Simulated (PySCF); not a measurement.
**CH5ClGe (SMILES [H][Ge]([H])([CH3])[Cl]) at 6 levels**

Aim: a comparison of 6 runs (HF/STO-3G, HF/3-21G, HF/def2-SVP, B3LYP/STO-3G, B3LYP/6-31G*, PBE0/def2-SVP) of CH5ClGe. Input form: a Python script.

Program for the calculation: PySCF 2.14.0.

## 1. Starting point

CH5ClGe: 8 atoms, total charge 0, spin state singlet. SMILES: `[H][Ge]([H])([CH3])[Cl]`. The shape comes from GFN2-xTB, which is rough for such elements, and wasn't checked as a minimum.

Bond lengths: Ge1–C4 1.971 Å, Ge1–Cl8 2.102 Å, Ge1–H2 1.512 Å, Ge1–H3 1.512 Å, C4–H5 1.086 Å, C4–H6 1.088 Å, C4–H7 1.088 Å. Some angles: C4–Ge1–Cl8 108.5°, Ge1–C4–H5 111.2°, Ge1–C4–H6 110.3°, Ge1–C4–H7 110.3°, H2–Ge1–C4 112.8°, H2–Ge1–Cl8 107.3°, H3–Ge1–C4 112.8°, H3–Ge1–Cl8 107.5°, H5–C4–H6 108.4°, H5–C4–H7 108.4°.

## 2. Energy and gradient at HF/STO-3G (run 1)

Contents of calc.py:

```python
import pyscf.grad
from pyscf import gto, scf

mol = gto.M(
    atom=[
    ('Ge', (0.483850, -0.678830, 0.346630)),
    ('H', (0.506980, -0.747660, 1.856740)),
    ('H', (1.912190, -0.767860, -0.140000)),
    ('C', (-0.455050, 0.916670, -0.329980)),
    ('H', (-0.006740, 1.828520, 0.052960)),
    ('H', (-1.499870, 0.894640, -0.028830)),
    ('H', (-0.415750, 0.944310, -1.416630)),
    ('Cl', (-0.525610, -2.389780, -0.340890)),
],
    verbose=4,
    max_memory=1860,
    charge=0,
    basis='sto-3g',
)

mf = scf.RHF(mol)
mf.conv_tol = 1e-10
mf.kernel()
if not mf.converged:
    mf = mf.newton().run(mf.mo_coeff, mf.mo_occ)

e_final = mf.e_tot
print('E(%s) = %.9f' % ('HF', e_final))
grad = mf.Gradients().kernel()
dip = mf.dip_moment()
pop, q = mf.mulliken_pop()
```

Command:

```
$ OMP_NUM_THREADS=1 python calc.py
```

What it wrote:

```text
PySCF version 2.14.0

[... 60 lines left out ...]
converged SCF energy = -2546.73174597769
[... 12 lines left out ...]
Dipole moment(X, Y, Z, Debye):  1.20342,  2.56789,  0.80818
[... 7 lines left out ...]
pop of  0 Ge 2pz          1.99957
pop of  0 Ge 3px          1.98018
pop of  0 Ge 3py          1.97831
pop of  0 Ge 3pz          1.98080
pop of  0 Ge 4px          0.76261
pop of  0 Ge 4py          0.62868
pop of  0 Ge 4pz          0.80140
pop of  0 Ge 3dxy         1.98768
pop of  0 Ge 3dyz         1.99375
pop of  0 Ge 3dz^2        1.97819
pop of  0 Ge 3dxz         1.99254
pop of  0 Ge 3dx2-y2      1.98672
pop of  1 H 1s            1.11429
pop of  2 H 1s            1.11413
pop of  3 C 1s            1.99219
pop of  3 C 2s            1.23125
pop of  3 C 2px           1.03513
pop of  3 C 2py           1.04801
pop of  3 C 2pz           1.02947
pop of  4 H 1s            0.93566
pop of  5 H 1s            0.93217
pop of  6 H 1s            0.93287
pop of  7 Cl 1s           1.99997
pop of  7 Cl 2s           1.99894
pop of  7 Cl 3s           1.98481
pop of  7 Cl 2px          1.99753
pop of  7 Cl 2py          1.99373
pop of  7 Cl 2pz          1.99862
pop of  7 Cl 3px          1.85899
pop of  7 Cl 3py          1.63529
pop of  7 Cl 3pz          1.92252
 ** Mulliken atomic charges  **
charge of    0Ge =      0.75559
charge of    1H =     -0.11429
charge of    2H =     -0.11413
charge of    3C =     -0.33606
charge of    4H =      0.06434
charge of    5H =      0.06783
charge of    6H =      0.06713
charge of    7Cl =     -0.39041
```

Wall time 2.1 s (1 thread of Arm Neoverse V1, shared host); peak memory 0.12 GiB.

## 3. Energy and gradient at HF/3-21G (run 2)

Contents of mol.xyz:

```xyz
8
CH5ClGe
Ge     0.483850    -0.678830     0.346630
H      0.506980    -0.747660     1.856740
H      1.912190    -0.767860    -0.140000
C     -0.455050     0.916670    -0.329980
H     -0.006740     1.828520     0.052960
H     -1.499870     0.894640    -0.028830
H     -0.415750     0.944310    -1.416630
Cl    -0.525610    -2.389780    -0.340890
```

Contents of run.py:

```python
from pyscf import gto, scf

mol = gto.Mole()
mol.atom = 'mol.xyz'
mol.verbose = 4
mol.basis = '3-21g'
mol.charge = 0
mol.max_memory = 1860
mol.build()

mf = scf.RHF(mol)
mf.conv_tol = 1e-10
mf.kernel()
if not mf.converged:
    mf = mf.newton().run(mf.mo_coeff, mf.mo_occ)

e_final = mf.e_tot
print(f'total energy: {e_final:.8f} hartree')
grad = mf.nuc_grad_method().kernel()
mf.analyze()
```

Command:

```
$ OMP_NUM_THREADS=1 python run.py
```

What it wrote:

```text
PySCF version 2.14.0

[... 61 lines left out ...]
total energy: -2563.23846319 hartree
[... 17 lines left out ...]
DFT Exchange-Correlation Energy =     -111.960161410904902
[... 7 lines left out ...]
MO #6   energy= -45.9819721956887  occ= 2
[... 5 lines left out ...]
MO #12  energy= -7.19342195068165  occ= 2
[... 5 lines left out ...]
MO #18  energy= -1.59597214432669  occ= 2
[... 5 lines left out ...]
MO #24  energy= -0.584567772544931 occ= 2
[... 5 lines left out ...]
MO #30  energy= -0.430427409769941 occ= 2
[... 5 lines left out ...]
MO #36  energy= 0.308372138511276  occ= 0
[... 5 lines left out ...]
MO #42  energy= 0.79171809873422   occ= 0
[... 5 lines left out ...]
MO #48  energy= 1.06895558633014   occ= 0
[... 5 lines left out ...]
MO #54  energy= 1.95156659551618   occ= 0
[... 26 lines left out ...]
pop of  2 H 1s            1.11333
pop of  2 H 2s            0.00154
pop of  3 C 1s            1.99970
pop of  3 C 2s            1.05987
pop of  3 C 3s            0.00244
pop of  3 C 2px           1.14758
pop of  3 C 2py           1.16502
pop of  3 C 2pz           1.14130
pop of  3 C 3px           0.00207
pop of  3 C 3py           0.00307
pop of  3 C 3pz           0.00174
pop of  4 H 1s            0.87988
pop of  4 H 2s            0.00861
pop of  5 H 1s            0.87661
pop of  5 H 2s            0.00892
pop of  6 H 1s            0.87739
pop of  6 H 2s            0.00886
pop of  7 Cl 1s           1.99999
pop of  7 Cl 2s           1.99968
pop of  7 Cl 3s           1.86854
pop of  7 Cl 4s           0.00349
pop of  7 Cl 2px          1.99993
pop of  7 Cl 2py          1.99990
pop of  7 Cl 2pz          1.99993
pop of  7 Cl 3px          1.86706
pop of  7 Cl 3py          1.70215
pop of  7 Cl 3pz          1.91640
pop of  7 Cl 4px          0.00176
pop of  7 Cl 4py          0.00143
pop of  7 Cl 4pz          0.00188
 ** Mulliken atomic charges  **
charge of    0Ge =      0.77521
charge of    1H =     -0.11515
charge of    2H =     -0.11487
charge of    3C =     -0.52279
charge of    4H =      0.11152
charge of    5H =      0.11448
charge of    6H =      0.11374
charge of    7Cl =     -0.36213
Dipole moment(X, Y, Z, Debye):  1.06202,  3.04357,  0.70310
```

Run time: 2.3 s. Hardware: 1 thread of Arm Neoverse V1, shared host; peak memory 0.13 GiB.

Run 3 isn't shown in full; the table further down has it.

## 4. Energy and gradient at B3LYP/STO-3G (run 4)

Contents of calc.py:

```python
import pyscf.grad
from pyscf import gto, dft

mol = gto.M(
    atom='''
Ge       0.483850      -0.678830       0.346630
H        0.506980      -0.747660       1.856740
H        1.912190      -0.767860      -0.140000
C       -0.455050       0.916670      -0.329980
H       -0.006740       1.828520       0.052960
H       -1.499870       0.894640      -0.028830
H       -0.415750       0.944310      -1.416630
Cl      -0.525610      -2.389780      -0.340890
''',
    basis='sto-3g',
    max_memory=1860,
    verbose=4,
    charge=0,
)

mf = dft.RKS(mol, xc='b3lyp')
mf.conv_tol = 1e-10
mf.grids.level = 5
mf.kernel()
if not mf.converged:
    mf = mf.newton().run(mf.mo_coeff, mf.mo_occ)

e_final = mf.e_tot
print('E = %.10f Eh' % e_final)
grad = mf.Gradients().kernel()
dip = mf.dip_moment()
pop, q = mf.mulliken_pop()
```

Command:

```
$ OMP_NUM_THREADS=1 python calc.py
```

What it wrote:

```text
PySCF version 2.14.0

[... 74 lines left out ...]
converged SCF energy = -2548.93482352261
[... 13 lines left out ...]
Dipole moment(X, Y, Z, Debye):  1.03258,  2.29503,  0.69322
[... 7 lines left out ...]
pop of  0 Ge 2pz          1.99952
pop of  0 Ge 3px          1.97525
pop of  0 Ge 3py          1.97297
pop of  0 Ge 3pz          1.97605
pop of  0 Ge 4px          0.82050
pop of  0 Ge 4py          0.68611
pop of  0 Ge 4pz          0.86119
pop of  0 Ge 3dxy         1.96626
pop of  0 Ge 3dyz         1.98295
pop of  0 Ge 3dz^2        1.94749
pop of  0 Ge 3dxz         1.98168
pop of  0 Ge 3dx2-y2      1.96764
pop of  1 H 1s            1.07867
pop of  2 H 1s            1.07853
pop of  3 C 1s            1.99002
pop of  3 C 2s            1.23961
pop of  3 C 2px           1.04545
pop of  3 C 2py           1.04639
pop of  3 C 2pz           1.04290
pop of  4 H 1s            0.91782
pop of  5 H 1s            0.91512
pop of  6 H 1s            0.91573
pop of  7 Cl 1s           1.99997
pop of  7 Cl 2s           1.99878
pop of  7 Cl 3s           1.99145
pop of  7 Cl 2px          1.99686
pop of  7 Cl 2py          1.99221
pop of  7 Cl 2pz          1.99820
pop of  7 Cl 3px          1.84256
pop of  7 Cl 3py          1.60296
pop of  7 Cl 3pz          1.91061
 ** Mulliken atomic charges  **
charge of    0Ge =      0.60384
charge of    1H =     -0.07867
charge of    2H =     -0.07853
charge of    3C =     -0.36436
charge of    4H =      0.08218
charge of    5H =      0.08488
charge of    6H =      0.08427
charge of    7Cl =     -0.33360
```

It took 11 s on 1 thread of Arm Neoverse V1, shared host; peak memory 0.42 GiB.

Run 5 isn't shown in full; the table further down has it.

## 5. Energy and forces at PBE0/def2-SVP (run 6)

Contents of run.py:

```python
import pyscf.grad
from pyscf import gto, dft

mol = gto.Mole()
mol.atom = '''
Ge     0.914344    -1.282803     0.655036
H      0.958053    -1.412873     3.508730
H      3.613515    -1.451045    -0.264562
C     -0.859920     1.732255    -0.623572
H     -0.012737     3.455402     0.100080
H     -2.834344     1.690625    -0.054481
H     -0.785654     1.784487    -2.677043
Cl    -0.993259    -4.516030    -0.644189
'''
mol.unit = 'bohr'
mol.basis = 'def2-svp'
mol.max_memory = 1860
mol.verbose = 3
mol.build()

myscf = dft.RKS(mol, xc='pbe0')
myscf.grids.level = 5
myscf.conv_tol = 1e-10
myscf.kernel()
if not myscf.converged:
    myscf = myscf.newton().run(myscf.mo_coeff, myscf.mo_occ)

e_final = myscf.e_tot
print(f'total energy: {e_final:.8f} hartree')
grad = myscf.Gradients().kernel()
dip = myscf.dip_moment()
pop, q = myscf.mulliken_pop()
```

Command:

```
$ OMP_NUM_THREADS=1 python run.py
```

What it wrote:

```text
converged SCF energy = -2577.45708814117
total energy: -2577.45708814 hartree
--------------- RKS gradients ---------------
         x                y                z
0 Ge    -0.0010178936    -0.0277711472    -0.0007754231
1 H     0.0021152204    -0.0003211599    -0.0100498152
2 H    -0.0088000762    -0.0000853417     0.0054414442
3 C    -0.0055942862     0.0130093469    -0.0036745926
4 H    -0.0054787552    -0.0072526975    -0.0044484049
5 H     0.0075563337     0.0013930578    -0.0030559974
6 H    -0.0010010901     0.0009586899     0.0080459981
7 Cl     0.0122203644     0.0200736297     0.0085259860
----------------------------------------------
Dipole moment(X, Y, Z, Debye):  0.42501,  1.98574,  0.26747
 ** Mulliken pop  **
pop of  0 Ge 1s           1.99993
pop of  0 Ge 2s           1.99956
pop of  0 Ge 3s           1.99310
pop of  0 Ge 4s           1.16373
pop of  0 Ge 5s           0.08752
pop of  0 Ge 2px          1.99896
pop of  0 Ge 2py          1.99894
pop of  0 Ge 2pz          1.99897
pop of  0 Ge 3px          1.99269
pop of  0 Ge 3py          1.99186
pop of  0 Ge 3pz          1.99291
pop of  0 Ge 4px          0.47799
pop of  0 Ge 4py          0.41731
pop of  0 Ge 4pz          0.49469
pop of  0 Ge 5px          0.25763
pop of  0 Ge 5py          0.15860
pop of  0 Ge 5pz          0.29257
pop of  0 Ge 3dxy         1.61928
pop of  0 Ge 3dyz         1.61838
pop of  0 Ge 3dz^2        1.62072
pop of  0 Ge 3dxz         1.61711
pop of  0 Ge 3dx2-y2      1.62068
pop of  0 Ge 4dxy         0.36347
pop of  0 Ge 4dyz         0.36274
pop of  0 Ge 4dz^2        0.36352
pop of  0 Ge 4dxz         0.36283
pop of  0 Ge 4dx2-y2      0.36291
pop of  0 Ge 5dxy         0.05975
pop of  0 Ge 5dyz         0.05432
pop of  0 Ge 5dz^2        0.06495
pop of  0 Ge 5dxz         0.03913
pop of  0 Ge 5dx2-y2      0.07236
pop of  1 H 1s            0.72252
pop of  1 H 2s            0.33517
pop of  1 H 2px           0.00102
pop of  1 H 2py           0.00095
pop of  1 H 2pz           0.00925
pop of  2 H 1s            0.72252
pop of  2 H 2s            0.33510
pop of  2 H 2px           0.00843
pop of  2 H 2py           0.00097
pop of  2 H 2pz           0.00184
pop of  3 C 1s            1.98545
pop of  3 C 2s            0.88053
pop of  3 C 3s            0.27641
pop of  3 C 2px           0.70372
pop of  3 C 2py           0.69065
pop of  3 C 2pz           0.70728
pop of  3 C 3px           0.34803
pop of  3 C 3py           0.36162
pop of  3 C 3pz           0.34023
pop of  3 C 3dxy          0.00272
pop of  3 C 3dyz          0.00194
pop of  3 C 3dz^2         0.00634
pop of  3 C 3dxz          0.00174
pop of  3 C 3dx2-y2       0.00448
pop of  4 H 1s            0.73064
pop of  4 H 2s            0.16894
pop of  4 H 2px           0.00725
pop of  4 H 2py           0.01237
pop of  4 H 2pz           0.00669
pop of  5 H 1s            0.72810
pop of  5 H 2s            0.16409
pop of  5 H 2px           0.01420
pop of  5 H 2py           0.00582
pop of  5 H 2pz           0.00611
pop of  6 H 1s            0.72842
pop of  6 H 2s            0.16410
pop of  6 H 2px           0.00544
pop of  6 H 2py           0.00584
pop of  6 H 2pz           0.01488
pop of  7 Cl 1s           1.99941
pop of  7 Cl 2s           1.98535
pop of  7 Cl 3s           1.25020
pop of  7 Cl 4s           0.71272
pop of  7 Cl 2px          1.97762
pop of  7 Cl 2py          1.97591
pop of  7 Cl 2pz          1.97813
pop of  7 Cl 3px          0.72846
pop of  7 Cl 3py          0.67048
pop of  7 Cl 3pz          0.74581
pop of  7 Cl 4px          1.10196
pop of  7 Cl 4py          0.98757
pop of  7 Cl 4pz          1.13702
pop of  7 Cl 3dxy         0.00606
pop of  7 Cl 3dyz         0.00407
pop of  7 Cl 3dz^2        0.00245
pop of  7 Cl 3dxz         0.00162
pop of  7 Cl 3dx2-y2      0.00425
 ** Mulliken atomic charges  **
charge of    0Ge =      0.48091
charge of    1H =     -0.06892
charge of    2H =     -0.06886
charge of    3C =     -0.31112
charge of    4H =      0.07411
charge of    5H =      0.08167
charge of    6H =      0.08131
charge of    7Cl =     -0.26910
```

It took 30 s on 1 thread of Arm Neoverse V1, shared host; peak memory 0.87 GiB.

## 6. Overview of the runs

| run | level | integration grid | energy (Eh) | dipole moment (D) | HOMO energy (eV) | LUMO energy (eV) | wall time |
| --- | --- | --- | --- | --- | --- | --- | --- |
| 1 | HF/STO-3G | – | -2546.731746 | 2.95 | -9.85 | 9.33 | 2.1 s |
| 2 | HF/3-21G | – | -2563.238463 | 3.30 | -11.71 | 3.56 | 2.3 s |
| 3 | HF/def2-SVP | – | -2575.253801 | 2.19 | -11.59 | 4.05 | 7.5 s |
| 4 | B3LYP/STO-3G | 5 | -2548.934824 | 2.61 | -5.62 | 4.23 | 11 s |
| 5 | B3LYP/6-31G* (spherical functions) | 5 | -2578.110223 | 2.35 | -8.12 | 0.18 | 38 s |
| 6 | PBE0/def2-SVP | 5 | -2577.457088 | 2.05 | -8.41 | 0.71 | 30 s |

## 7. What came out

| quantity | value |
| --- | --- |
| run 6: total energy | -2577.45709 Eh |
| run 6: dipole moment | 2.05 D |
| run 6: HOMO energy | -8.41 eV |
| run 6: LUMO energy | 0.71 eV |
| run 6: HOMO–LUMO gap | 9.12 eV |
| run 6: largest force on an atom | 1.430 eV/Å |

**Reading.** The dipole moment (its size) runs from 2.05 D (PBE0/def2-SVP) to 3.30 D (HF/3-21G). The two ends differ in method and basis. The HOMO–LUMO gap runs from 8.30 eV (B3LYP/6-31G*) to 19.18 eV (HF/STO-3G). Totals of different functionals can't be ranked against each other. In runs 1, 4 the basis is minimal, so the values are rough. All runs together took 90 s, the longest 38 s.
